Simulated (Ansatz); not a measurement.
## BH6NOSi2, SMILES N[SiH2]B1O[SiH2]1: a geometry optimisation, step by step

With Ansatz 0.2.0, Python API.

At the Python prompt:
```pycon
>>> import warnings
>>> import ansatz as az
>>> import numpy as np
>>> BASIS = 'cc-pVDZ'
>>> XC = 'B3LYP'
>>> GEOMETRY = '''
... N     0.59430   -0.64570    1.96030
... Si    0.49990   -1.43980    0.36610
... B    -0.03710   -0.17840   -1.03410
... O    -0.92140    0.26970   -2.01380
... Si   -0.64260    1.68810   -1.24520
... H     1.21470    0.21140    1.85130
... H    -0.37370   -0.18220    2.10050
... H     1.87280   -1.96830    0.05980
... H    -0.47460   -2.51280    0.45950
... H     0.14750    2.57980   -2.07470
... H    -1.81430    2.12120   -0.40890
... '''
>>> warnings.simplefilter('ignore', az.DeckWarning)
>>> molecule = az.Crystal.molecule()
>>> for line in GEOMETRY.strip().splitlines():
...     symbol, *xyz = line.split()
...     molecule = molecule.atom(symbol, [float(v) for v in xyz])
...
>>> model = molecule.calculation().basis(gaussian=BASIS).functional(XC)
>>> symbols = [site.symbol for site in molecule.cartesian_sites]
>>> start = np.array([site.position_ang for site in molecule.cartesian_sites], dtype=float)
>>> def progress(event):
...     if event['event'] == 'relax_step':
...         row = event['data']
...         print(f'step {row["step"]:3d}  E = {row["lagrangian_ev"]:.6f} eV  max force {row["allowed_force_max_ev_ang"]:.4f} eV/A')
...
>>> report = model.relax(force_tolerance=0.01).session().plan().execute(on_event=progress).report
step   1  E = -20067.049482 eV  max force 4.4911 eV/A
step   2  E = -20067.640141 eV  max force 2.8288 eV/A
step   3  E = -20067.938065 eV  max force 0.9716 eV/A
step   4  E = -20068.013766 eV  max force 0.4142 eV/A
step   5  E = -20068.046928 eV  max force 0.2290 eV/A
step   6  E = -20068.057212 eV  max force 0.1830 eV/A
step   7  E = -20068.063955 eV  max force 0.0768 eV/A
step   8  E = -20068.065615 eV  max force 0.0741 eV/A
step   9  E = -20068.066238 eV  max force 0.0514 eV/A
step  10  E = -20068.066597 eV  max force 0.0495 eV/A
step  11  E = -20068.066927 eV  max force 0.0346 eV/A
step  12  E = -20068.067249 eV  max force 0.0312 eV/A
step  13  E = -20068.067347 eV  max force 0.0315 eV/A
step  14  E = -20068.067424 eV  max force 0.0230 eV/A
step  15  E = -20068.067457 eV  max force 0.0120 eV/A
step  16  E = -20068.067472 eV  max force 0.0117 eV/A
step  17  E = -20068.067484 eV  max force 0.0034 eV/A
>>> end = np.array(report['positions_ang'])
>>> print(f'E = {report["free_energy_ev"]:.6f} eV = {report["free_energy_ev"] / 27.211386246:.7f} Ha')
E = -20068.067798 eV = -737.4878889 Ha
>>> print('converged:', report['converged'], ' doubts:', report['published_state_doubts'] or 'none')
converged: True  doubts: none
>>> print('bond        before    after (A)')
bond        before    after (A)
>>> for i, j in [(0, 1), (0, 5), (0, 6), (1, 2), (1, 7), (1, 8), (2, 3), (2, 4), (3, 4), (4, 9), (4, 10)]:
...     d0, d1 = (np.linalg.norm(xyz[i] - xyz[j]) for xyz in (start, end))
...     print(f'{symbols[i]}{i}-{symbols[j]}{j}'.ljust(10), f'{d0:8.4f} {d1:8.4f}')
...
N0-Si1       1.7835   1.7628
N0-H5        1.0637   1.0202
N0-H6        1.0824   1.0199
Si1-B2       1.9596   2.0301
Si1-H7       1.5027   1.4980
Si1-H8       1.4525   1.4972
B2-O3        1.3938   1.3202
B2-Si4       1.9736   1.9764
O3-Si4       1.6372   1.8623
Si4-H9       1.4517   1.4944
Si4-H10      1.5033   1.4949
```

Reading the output:
- Total energies depend on the basis set; only differences at equal settings carry meaning.
- The end point is the stationary point reached from this start; no frequency run checks that it is a minimum, and the basis set is modest.
- b3lyp holds the VWN-RPA fit, as in Gaussian; the form of ORCA and Turbomole is b3lyp5.
- Wall time of the script: 68 s on 1 thread of Intel(R) Xeon(R) 6975P-C (Granite Rapids), on a shared host, peak memory 0.32 GiB.

(Lines on the test bed's own set-up are left out of the output.)
